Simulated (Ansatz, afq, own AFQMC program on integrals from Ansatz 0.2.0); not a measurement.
# GeH2O (triplet): quantum Monte Carlo beside coupled cluster, cc-pVTZ

Aim: compute GeH2O (triplet) with auxiliary-field quantum Monte Carlo on the same integrals as coupled cluster, and set the energies side by side.

The runs use Ansatz 0.2.0, Gaussian basis, and an in-house AFQMC program (afq) on its integrals; all values are calculated; cc-pVTZ, frozen cores.

Plan: PBE (unrestricted); CCSD(T) on UHF; r2SCAN (unrestricted); PBE0 (unrestricted); B3LYP (unrestricted); wB97M-V (unrestricted); B2PLYP (unrestricted); Phaseless AFQMC, CISD trial on UHF.

## 1. What is computed

The geometry is a PBE0/def2-TZVP stationary point (not a proven minimum) of the parent state, kept for this charge and spin. No spin-orbit coupling is included. The filled d shell of Ge may be among the frozen orbitals whatever the setting's name suggests; the logs give the count.

4 atoms, charge 0, spin multiplicity 3.

Atoms are counted from 1 here; the program's logs count them from 0.

Bond lengths: Ge1–O2 1.791 Å, Ge1–H3 1.599 Å, O2–H4 0.961 Å. Angles: O2–Ge1–H3 92.3°, Ge1–O2–H4 111.5°.

## 2. PBE (unrestricted)

The input, in.yaml:

```yaml
crystal:
  periodic: [false, false, false]
  atoms:
    - {symbol: Ge, position_ang: [0.000000, -0.045054, 0.336205]}
    - {symbol: O, position_ang: [0.000000, 0.151798, -1.443563]}
    - {symbol: H, position_ang: [0.000000, 1.535873, 0.576619]}
    - {symbol: H, position_ang: [0.000000, -0.698502, -1.891995]}
basis:
  gaussian: {orbitals: cc-pVTZ}
magnetization: {spin_polarized: true, initial_magnetization: 2}
hamiltonian: {xc: {name: PBE}}
output: {orbitals: {seedname: orbitals}}
```

Started as:

```console
ansatz run in.yaml --threads 1 --pin off --events-out ev --progress --plain --max-ram 5120MiB --backend cpu
```

Log:

```text
Functional definition: PBE
  name "PBE"
  cite "Perdew, Burke & Ernzerhof, Phys. Rev. Lett. 77, 3865 (1996) doi:10.1103/PhysRevLett.77.3865"
  parent pbe
  parameter kappa = 0.804
  parameter beta = 0.06672455060314922
  exchange = pbe_x(kappa = kappa, mu = beta*pi^2/3)
  correlation = pbe_c(beta = beta)
644 factors; their error is unknown
mean field evaluation 1: about -58579.7396 eV, gradient 4.6e1 eV
mean field evaluation 2: about -58470.2008 eV, gradient 1.3e2 eV
mean field evaluation 4: about -58585.8862 eV, gradient 1.1e1 eV
mean field evaluation 8: about -58586.6856 eV, gradient 5.9e-2 eV
mean field evaluation 16: about -58586.6803 eV, gradient 2.6e-5 eV
mean field -58586.68031405 eV, -2153.0207900630 hartree, gradient 2.6e-5 eV, S^2 2.002448; 0 other end points of the search recorded, 0 dependent functions left out
reference -58586.68034694 eV, -2153.0207912720 hartree; 22, 20 occupied and 79, 81 virtual orbitals, 644 factors
Total energy: -58586.68034694 eV, -2153.0207912720 hartree
```

Wall time 1.7 s (1 thread, shared host); peak memory 1.6 GiB.

From the report: ⟨S²⟩ of the determinant 2.002 (pure triplet: 2.00).

## 3. CCSD(T) on UHF

Edit in.yaml of step 2 so:

```diff
@@ -10,3 +10,2 @@
 magnetization: {spin_polarized: true, initial_magnetization: 2}
-hamiltonian: {xc: {name: PBE}}
-output: {orbitals: {seedname: orbitals}}
+correlation: {method: ccsd_t, electrons: outside_noble_gas, hamiltonian_folder: ham}
```

Started as:

```console
ansatz run in.yaml --threads 1 --pin off --events-out ev --progress --plain --max-ram 15360MiB --backend cuda --devices 0, --max-vram 18GiB
```

Log:

```text
Functional definition: HF
  name "HF"
  cite "Fock, Z. Phys. 61, 126 (1930) doi:10.1007/BF01340294"
  parent pbe
  exchange = exact_x
  correlation = 0
621 factors; integrals over basis functions are off by at most 1.3e-3 eV
mean field evaluation 1: about -58539.8168 eV, gradient 2.5e1 eV
mean field evaluation 2: about -58539.8205 eV, gradient 2.5e1 eV
mean field evaluation 4: about -58542.4741 eV, gradient 2.5e0 eV
mean field evaluation 8: about -58542.6054 eV, gradient 2.9e-1 eV
mean field evaluation 16: about -58542.5708 eV, gradient 9.7e-1 eV
mean field evaluation 32: about -58542.5984 eV, gradient 7.4e-1 eV
mean field evaluation 64: about -58540.0314 eV, gradient 4.2e-4 eV
mean field evaluation 96: about -58539.7815 eV, gradient 4.8e-3 eV
mean field evaluation 128: about -58537.1797 eV, gradient 2.2e0 eV
mean field evaluation 160: about -58540.0314 eV, gradient 1.9e-2 eV
mean field evaluation 192: about -58537.4890 eV, gradient 1.6e0 eV
mean field evaluation 224: about -58537.6497 eV, gradient 1.4e-2 eV
mean field evaluation 256: about -58541.3519 eV, gradient 1.3e1 eV
mean field evaluation 288: about -58539.1638 eV, gradient 1.0e1 eV
mean field evaluation 320: about -58539.7749 eV, gradient 6.3e-2 eV
mean field -58542.60867846 eV, -2151.4011873280 hartree, gradient 8.9e-6 eV, S^2 2.012751; 6 other end points of the search recorded, 0 dependent functions left out
determinant -58542.60867846 eV, -2151.4011873280 hartree, with singles and doubles -58551.96075949 eV, -2151.7448699667 hartree
determinant -58540.03139291 eV, -2151.3064738309 hartree, with singles and doubles -58548.64882249 eV, -2151.6231585269 hartree
determinant -58539.78146465 eV, -2151.2972891369 hartree, with singles and doubles -58549.31826978 eV, -2151.6477602612 hartree
15 core orbitals not correlated: weight in the atoms' cores, before any rotation towards them, 0.992 or more for the frozen orbitals, at most 0.008 for the correlated occupied ones
reference -58542.60867846 eV, -2151.4011873280 hartree; 7, 5 occupied and 79, 81 virtual orbitals, 621 factors
second order -8.91090873 eV of doubles, -0.00000000 eV of singles
cycle   1  -9.27685770 eV  change   -8.5e-1 eV  update   2.1e-2
cycle   2  -9.30249217 eV  change   -2.6e-2 eV  update   5.8e-3
cycle   3  -9.30256174 eV  change   -7.0e-5 eV  update   2.8e-3
cycle   4  -9.30461822 eV  change   -2.1e-3 eV  update   1.4e-3
cycle   5  -9.30547062 eV  change   -8.5e-4 eV  update   6.8e-4
cycle   6  -9.30562097 eV  change   -1.5e-4 eV  update   2.6e-4
cycle   7  -9.30567735 eV  change   -5.6e-5 eV  update   1.1e-4
cycle   8  -9.30570110 eV  change   -2.4e-5 eV  update   5.0e-5
cycle   9  -9.30567213 eV  change    2.9e-5 eV  update   2.4e-5
cycle  10  -9.30567260 eV  change   -4.7e-7 eV  update   1.2e-5
perturbative correction -0.35084763 eV, -0.0128934126 hartree
Total energy: -58552.26519869 eV, -2151.7560579010 hartree
```

Run time: 4.6 s. Hardware: 1 × H100 (card shared with other runs) with 1 thread, shared host; peak host memory 1.6 GiB.

From the report: ⟨S²⟩ of the determinant 2.013 (pure triplet: 2.00); correlation -9.6565 eV; T1 0.021; largest double amplitude 0.03.

This run also writes the integrals to the folder ham.

## 4. r2SCAN (unrestricted)

Edit in.yaml of step 3 so:

```diff
@@ -10,2 +10,2 @@
 magnetization: {spin_polarized: true, initial_magnetization: 2}
-correlation: {method: ccsd_t, electrons: outside_noble_gas, hamiltonian_folder: ham}
+hamiltonian: {xc: {name: r2SCAN}}
```

Started as:

```console
ansatz run in.yaml --threads 1 --pin off --events-out ev --progress --plain --max-ram 5120MiB --backend cpu
```

Log:

```text
Functional definition: r2SCAN
  name "r2SCAN"
  cite "Furness, Kaplan, Ning, Perdew & Sun, J. Phys. Chem. Lett. 11, 8208 (2020) doi:10.1021/acs.jpclett.0c02405"
  cite "Furness, Kaplan, Ning, Perdew & Sun, J. Phys. Chem. Lett. 11, 9248 (2020) doi:10.1021/acs.jpclett.0c03077"
  parent r2scan
  parameter k0 = 0.174
  parameter k1 = 0.065
  parameter a1 = 4.9479
  exchange = r2scan_x(k0 = k0, k1 = k1, a1 = a1)
  correlation = r2scan_c
644 factors; their error is unknown
mean field evaluation 1: about -58590.3913 eV, gradient 4.2e1 eV
mean field evaluation 2: about -58503.7685 eV, gradient 1.2e2 eV
mean field evaluation 4: about -58595.9645 eV, gradient 6.4e0 eV
mean field evaluation 8: about -58596.2249 eV, gradient 4.7e-2 eV
mean field evaluation 16: about -58596.2212 eV, gradient 4.4e-5 eV
mean field -58596.22116533 eV, -2153.3714098806 hartree, gradient 4.4e-5 eV, S^2 2.006070; 0 other end points of the search recorded, 0 dependent functions left out
reference -58596.22117785 eV, -2153.3714103407 hartree; 22, 20 occupied and 79, 81 virtual orbitals, 644 factors
Total energy: -58596.22117785 eV, -2153.3714103407 hartree
```

Wall time 4.2 s (1 thread, shared host); peak memory 1.6 GiB.

From the report: ⟨S²⟩ of the determinant 2.006 (pure triplet: 2.00).

## 5. PBE0 (unrestricted)

Edit in.yaml of step 4 so:

```diff
@@ -10,2 +10,3 @@
 magnetization: {spin_polarized: true, initial_magnetization: 2}
-hamiltonian: {xc: {name: r2SCAN}}
+hamiltonian: {xc: {name: PBE0}}
+output: {orbitals: {seedname: orbitals}}
```

The command is unchanged.

Log:

```text
Functional definition: PBE0
  name "PBE0"
  cite "Adamo & Barone, J. Chem. Phys. 110, 6158 (1999) doi:10.1063/1.478522"
  cite "Perdew, Burke & Ernzerhof, Phys. Rev. Lett. 77, 3865 (1996) doi:10.1103/PhysRevLett.77.3865"
  parent pbe
  parameter a = 0.25
  parameter kappa = 0.804
  parameter beta = 0.06672455060314922
  exchange = (1 - a)*pbe_x(kappa = kappa, mu = beta*pi^2/3) + a*exact_x
  correlation = pbe_c(beta = beta)
701 factors; their error is unknown
mean field evaluation 1: about -58582.9421 eV, gradient 3.8e1 eV
mean field evaluation 2: about -58551.9129 eV, gradient 9.0e1 eV
mean field evaluation 4: about -58587.8246 eV, gradient 1.8e0 eV
mean field evaluation 8: about -58587.8476 eV, gradient 3.7e-2 eV
mean field evaluation 16: about -58588.0548 eV, gradient 8.6e-5 eV
mean field -58588.05483942 eV, -2153.0713029387 hartree, gradient 8.6e-5 eV, S^2 2.004665; 0 other end points of the search recorded, 0 dependent functions left out
reference -58588.05486428 eV, -2153.0713038522 hartree; 22, 20 occupied and 79, 81 virtual orbitals, 701 factors
Total energy: -58588.05486428 eV, -2153.0713038522 hartree
```

Wall time 2.5 s (1 thread, shared host); peak memory 1.8 GiB.

From the report: ⟨S²⟩ of the determinant 2.005 (pure triplet: 2.00).

## 6. B3LYP (unrestricted)

Edit in.yaml of step 5 so:

```diff
@@ -10,3 +10,2 @@
 magnetization: {spin_polarized: true, initial_magnetization: 2}
-hamiltonian: {xc: {name: PBE0}}
-output: {orbitals: {seedname: orbitals}}
+hamiltonian: {xc: {name: B3LYP}}
```

The command is unchanged.

Log:

```text
Functional definition: B3LYP
  name "B3LYP"
  cite "Stephens, Devlin, Chabalowski & Frisch, J. Phys. Chem. 98, 11623 (1994) doi:10.1021/j100096a001"
  cite "Becke, Phys. Rev. A 38, 3098 (1988) doi:10.1103/PhysRevA.38.3098"
  cite "Lee, Yang & Parr, Phys. Rev. B 37, 785 (1988) doi:10.1103/PhysRevB.37.785"
  cite "Vosko, Wilk & Nusair, Can. J. Phys. 58, 1200 (1980) doi:10.1139/p80-159"
  parameter a0 = 0.2
  parameter ax = 0.72
  parameter ac = 0.81
  exchange = (1 - a0 - ax)*slater_x + ax*b88_x + a0*exact_x
  correlation = (1 - ac)*vwn_rpa_c + ac*lyp_c
701 factors; their error is unknown
mean field evaluation 1: about -58592.8138 eV, gradient 4.2e1 eV
mean field evaluation 2: about -58546.9055 eV, gradient 1.0e2 eV
mean field evaluation 4: about -58598.4899 eV, gradient 2.9e0 eV
mean field evaluation 8: about -58598.7061 eV, gradient 1.9e-1 eV
mean field evaluation 16: about -58598.7061 eV, gradient 1.5e-5 eV
mean field -58598.70613175 eV, -2153.4627307123 hartree, gradient 1.5e-5 eV, S^2 2.004637; 0 other end points of the search recorded, 0 dependent functions left out
reference -58598.70632176 eV, -2153.4627376949 hartree; 22, 20 occupied and 79, 81 virtual orbitals, 701 factors
Total energy: -58598.70632176 eV, -2153.4627376949 hartree
```

Run time: 2.4 s. Hardware: 1 thread, shared host; peak memory 1.8 GiB.

From the report: ⟨S²⟩ of the determinant 2.005 (pure triplet: 2.00).

## 7. wB97M-V (unrestricted)

Edit in.yaml of step 6 so:

```diff
@@ -10,2 +10,3 @@
 magnetization: {spin_polarized: true, initial_magnetization: 2}
-hamiltonian: {xc: {name: B3LYP}}
+hamiltonian: {xc: {name: wB97M-V}}
+output: {orbitals: {seedname: orbitals}}
```

Launched as before.

Log:

```text
Functional definition: wB97M-V
  name "wB97M-V"
  cite "Mardirossian & Head-Gordon, J. Chem. Phys. 144, 214110 (2016) doi:10.1063/1.4952647"
  cite "Becke, J. Chem. Phys. 107, 8554 (1997) doi:10.1063/1.475007"
  cite "Vydrov & Van Voorhis, J. Chem. Phys. 133, 244103 (2010) doi:10.1063/1.3521275"
  # Of w^i u^j: cxij and so on, Table III.
  parameter omega = 0.3/bohr
  parameter cx = 0.15
  parameter cx01 = 1.007
  parameter cx10 = 0.259
  parameter css00 = 0.443
  parameter css04 = -1.437
  parameter css10 = -4.535
  parameter css20 = -3.390
  parameter css43 = 4.278
  parameter cos00 = 1.000
  parameter cos10 = 1.358
  parameter cos20 = 2.924
  parameter cos21 = -8.812
  parameter cos60 = -1.390
  parameter cos61 = 9.142
  parameter b = 6.0
  parameter c = 0.01
  gx(w, u) = 1 - cx + cx01*u + cx10*w
  gss(w, u) = css00 + css04*u^4 + css10*w + css20*w^2 + css43*w^4*u^3
  gos(w, u) = cos00 + cos10*w + (cos20 + cos21*u)*w^2 + (cos60 + cos61*u)*w^6
  exchange = spin_sum(e_x_unif_sr(omega)*gx(b97_w, b97_u_x)) + cx*exact_x_sr(omega) + exact_x_lr(omega)
  correlation = spin_sum(e_c_pw_mod_same_spin*gss(b97_w, b97_u_same))
      + integral(e_c_pw_mod_opposite_spin*gos(b97_w_opposite, b97_u_opposite)) + vv10(b, c)
694 factors; their error is unknown
140 factors; integrals over basis functions are off by at most 1.1e-5 eV
mean field evaluation 1: about -58589.2736 eV, gradient 3.4e1 eV
mean field evaluation 2: about -58584.4789 eV, gradient 5.1e1 eV
mean field evaluation 4: about -58593.3369 eV, gradient 6.3e-1 eV
mean field evaluation 8: about -58593.3477 eV, gradient 6.4e-2 eV
mean field evaluation 16: about -58593.4687 eV, gradient 5.3e-4 eV
mean field -58593.46871389 eV, -2153.2702591558 hartree, gradient 1.8e-5 eV, S^2 2.004885; 0 other end points of the search recorded, 0 dependent functions left out
reference -58593.46874894 eV, -2153.2702604439 hartree; 22, 20 occupied and 79, 81 virtual orbitals, 694 factors
Total energy: -58593.46874894 eV, -2153.2702604439 hartree
```

Wall time 10 s (1 thread, shared host); peak memory 1.8 GiB.

From the report: ⟨S²⟩ of the determinant 2.005 (pure triplet: 2.00).

## 8. B2PLYP (unrestricted)

Edit in.yaml of step 7 so:

```diff
@@ -10,3 +10,3 @@
 magnetization: {spin_polarized: true, initial_magnetization: 2}
-hamiltonian: {xc: {name: wB97M-V}}
-output: {orbitals: {seedname: orbitals}}
+hamiltonian: {xc: {name: B2PLYP}}
+correlation: {electrons: outside_noble_gas}
```

Launched as before.

Log:

```text
Functional definition: B2PLYP
  name "B2PLYP"
  cite "Grimme, J. Chem. Phys. 124, 034108 (2006) doi:10.1063/1.2148954"
  cite "Becke, Phys. Rev. A 38, 3098 (1988) doi:10.1103/PhysRevA.38.3098"
  cite "Lee, Yang & Parr, Phys. Rev. B 37, 785 (1988) doi:10.1103/PhysRevB.37.785"
  parameter a = 0.53
  parameter c = 0.27
  exchange = (1 - a)*b88_x + a*exact_x
  correlation = (1 - c)*lyp_c + c*(mp2_os + mp2_ss)
621 factors; integrals over basis functions are off by at most 1.3e-3 eV
mean field evaluation 1: about -58578.0153 eV, gradient 3.3e1 eV
mean field evaluation 2: about -58578.0527 eV, gradient 3.3e1 eV
mean field evaluation 4: about -58581.8026 eV, gradient 3.2e0 eV
mean field evaluation 8: about -58581.8743 eV, gradient 3.1e-1 eV
mean field evaluation 16: about -58581.8762 eV, gradient 5.6e-4 eV
mean field evaluation 32: about -58581.8744 eV, gradient 4.4e-1 eV
mean field -58581.87617139 eV, -2152.8442410768 hartree, gradient 4.8e-6 eV, S^2 2.009478; 1 other end points of the search recorded, 0 dependent functions left out
15 core orbitals not correlated: weight in the atoms' cores, before any rotation towards them, 0.989 or more for the frozen orbitals, at most 0.011 for the correlated occupied ones
reference -58581.87629146 eV, -2152.8442454894 hartree; 7, 5 occupied and 79, 81 virtual orbitals, 621 factors
second order -10.99013867 eV of doubles, -0.00000000 eV of singles
Total energy: -58584.84362891 eV, -2152.9532931291 hartree
```

Wall time 4.4 s (1 thread, shared host); peak memory 1.8 GiB.

From the report: ⟨S²⟩ of the determinant 2.009 (pure triplet: 2.00).

## 9. Phaseless AFQMC, CISD trial on UHF

It reads the integrals that the CCSD(T) run on this determinant wrote.

Started as:

```console
afq ham --method phaseless --trial cisd --walkers 600 --populations 10 --least-time 60 --time-step 0.005 --steps-per-block 50 --equilibration-blocks 28 --max-blocks 4000 --target-error 0.00021 --factor-cut 1e-05 --start spin_pure --seed 2279 --release-times 0.24,0.5,1,1.5 --release-step 0.02 --release-every 3 --taylor-order 6
```

Log:

```text
orbitals 86  electrons 7 5  factors 574 of 621
reference energy -2151.40118733 Eh
CCSD correlation -0.34197743 Eh in 14 cycles, weight of the determinant in the CISD state 0.8841
energy of the start -2151.742486 Eh
 block  time / (1/Eh)  mean weight  energy / Eh
     1     0.250  1.0007  -2151.741589
     2     0.500  1.0004  -2151.744267
     3     0.750  0.9986  -2151.747865
     4     1.000  0.9983  -2151.750788
     5     1.250  1.0001  -2151.753343
     6     1.500  0.9991  -2151.752602
     7     1.750  0.9999  -2151.756060
     8     2.000  0.9991  -2151.755501
     9     2.250  0.9999  -2151.756507
    10     2.500  1.0009  -2151.756405
    11     2.750  1.0004  -2151.754269
    16     4.000  0.9992  -2151.760732
    21     5.250  0.9987  -2151.756627
    26     6.500  0.9995  -2151.753315
    31     7.750  1.0005  -2151.752968
    36     9.000  1.0008  -2151.757676
    41    10.250  1.0009  -2151.758470
    46    11.500  1.0003  -2151.756774
    51    12.750  1.0005  -2151.754963
    56    14.000  0.9984  -2151.755206
    61    15.250  0.9997  -2151.755430
    66    16.500  1.0012  -2151.757428
    71    17.750  0.9995  -2151.755206
    76    19.000  0.9994  -2151.757598
    81    20.250  1.0004  -2151.753278
    86    21.500  0.9999  -2151.754292
    91    22.750  0.9992  -2151.753458
    96    24.000  0.9990  -2151.753095
   101    25.250  0.9999  -2151.758993
   106    26.500  1.0001  -2151.758393
   111    27.750  1.0003  -2151.757795
   116    29.000  1.0002  -2151.757927
   121    30.250  1.0009  -2151.757193
   126    31.500  0.9989  -2151.762164
   131    32.750  0.9997  -2151.755182
   136    34.000  1.0011  -2151.758799
   141    35.250  1.0008  -2151.760356
   146    36.500  0.9999  -2151.758225
   151    37.750  0.9989  -2151.763856
   156    39.000  1.0008  -2151.757288
   161    40.250  0.9990  -2151.755542
   166    41.500  1.0007  -2151.756425
   171    42.750  1.0006  -2151.757152
   176    44.000  0.9984  -2151.755477
   181    45.250  0.9996  -2151.754621
   186    46.500  0.9998  -2151.759366
   191    47.750  1.0009  -2151.760308
   196    49.000  0.9995  -2151.754304
   201    50.250  1.0012  -2151.759284
   206    51.500  1.0010  -2151.756153
   211    52.750  1.0003  -2151.752469
   216    54.000  0.9997  -2151.760774
error from the spread of 10 populations
released: time / (1/Eh)  energy / Eh  error  mean overlap
  0.24  -2151.757129  0.000238  0.9994
  0.50  -2151.757189  0.000235  0.9984
  1.00  -2151.757322  0.000184  0.9937
  1.50  -2151.757003  0.000138  0.9883
energy -2151.756918 +/- 0.000201 Eh
```

Run time: 82 s. Hardware: 1 × H100 (card shared with other runs) with 2 threads, shared host.

Energy -58552.2886 ± 0.0055 eV. Caveats: constraint bias not in the error.

## 10. All levels side by side

On the UHF determinant, counted from CCSD(T) (a yardstick, not exact):

```
                                               level  energy (eV)  from CCSD(T) (meV)  statistical error (meV)  time
                                                  HF  -58542.6087             +9656.5                               
                                                 MP2  -58551.5196              +745.6                               
                                                CCSD  -58551.9144              +350.8                               
                                             CCSD(T)  -58552.2652                 0.0                               
Phaseless AFQMC, CISD trial, step 0.005, 600 walkers  -58552.2886               -23.4                      5.5  82 s
```

The functionals' totals stand on their own zeros and serve differences with other points: PBE -58586.680 eV; r2SCAN -58596.221 eV; PBE0 -58588.055 eV; B3LYP -58598.706 eV; wB97M-V -58593.469 eV; B2PLYP -58584.844 eV.

## 11. Results

| quantity | value |
| --- | --- |
| Phaseless AFQMC, CISD trial on UHF from CCSD(T) | -23.4 ± 5.5 meV |

In words: On UHF the phaseless walk with the CISD trial lies -23.4 meV from CCSD(T), 4 times its error bar. Error bars are statistical and leave out the constraint, the time step and what remains of the start.
